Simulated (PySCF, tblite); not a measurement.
# C4H4FO2 radical: geometry, infrared bands and EPR parameters

Aim: predict the infrared bands and EPR parameters of C4H4FO2 radical (`C[C@@H]1O[C@]1(F)[C]=O`).

Programs: tblite 0.8.0 and PySCF 2.14.0, with density-fitted response routines of our own. Each step states its level of theory. These are calculated values for one molecule in the gas phase, unless marked as measured. Atoms are numbered from 0 throughout.

### Step 1. Starting geometry

11 atoms, charge 0, multiplicity 2; geometry from: force field or distance geometry start.

Bonds of the start (Å): C0–C1 1.50, C1–O2 1.42, O2–C3 1.40, C3–F4 1.38, C3–C5 1.49, C5–O6 1.22, C3–C1 1.51, C0–H7 1.12, C0–H8 1.10, C0–H9 1.10, C1–H10 1.09.

### Step 2. Relaxing the molecule with GFN2-xTB

Job settings and geometry (Å):

```
{"job": {"kind": "relax", "xc": "GFN2-xTB", "basis": "xTB"}, "charge": 0, "multiplicity": 2}
C     -1.326000     0.557900    -0.068800
C     -0.412100    -0.541300    -0.514600
O      0.016200    -1.356600     0.568700
C      1.015400    -0.574100    -0.025000
F      1.946300    -1.304300    -0.743400
C      1.515500     0.595300     0.758200
O      2.482600     1.252300     0.421800
H     -1.890100     0.180700     0.816700
H     -0.738200     1.459200     0.153500
H     -2.013300     0.793800    -0.893600
H     -0.591000    -1.060200    -1.459600
```

On the command line:

```
$ OMP_NUM_THREADS=1 python probes_run.py task.json out
```

This one command runs all jobs of the session in turn.

**Question.** This job is followed by: GFN2-xTB harmonic vibrations, gas phase; UKS B3LYP, pcH-1 on C F H O, non-relativistic, mean-field spin-orbit, GIAO. What will the session give for the following? strongest single infrared mode (GFN2-xTB); zero-point energy (GFN2-xTB); g(iso) (B3LYP); ⟨S²⟩; largest a(iso) (averaged by class); surface potential, 1st and 99th percentile.

**Answer**, as computed:

```
                                 quantity                  value
strongest single infrared mode (GFN2-xTB)  1926 cm⁻¹, 302 km/mol
             zero-point energy (GFN2-xTB)          45.5 kcal/mol
                           g(iso) (B3LYP)                2.00063
                                     ⟨S²⟩     0.753 (exact 0.75)
       largest a(iso) (averaged by class)   13C on C5, 364.6 MHz
    surface potential, 1st and 99th percentile     -0.97 V and 1.41 V
```

In words: The optimisation took 71 steps and gained 0.317 eV; among the close pairs (by a distance rule), C3–C5 changed most, from 1.494 to 1.460 Å. No mode is imaginary among the 27: a minimum at this level. The strongest single mode, at 1926 cm⁻¹, moves mainly C5 and O6. Unscaled tight-binding wavenumbers are off by several per cent, some by more. Its intensities can rank the bands wrongly. C5 carries the largest spin population, 0.63 e. The isotropic g lies 1.7 ppt below the free-electron value.
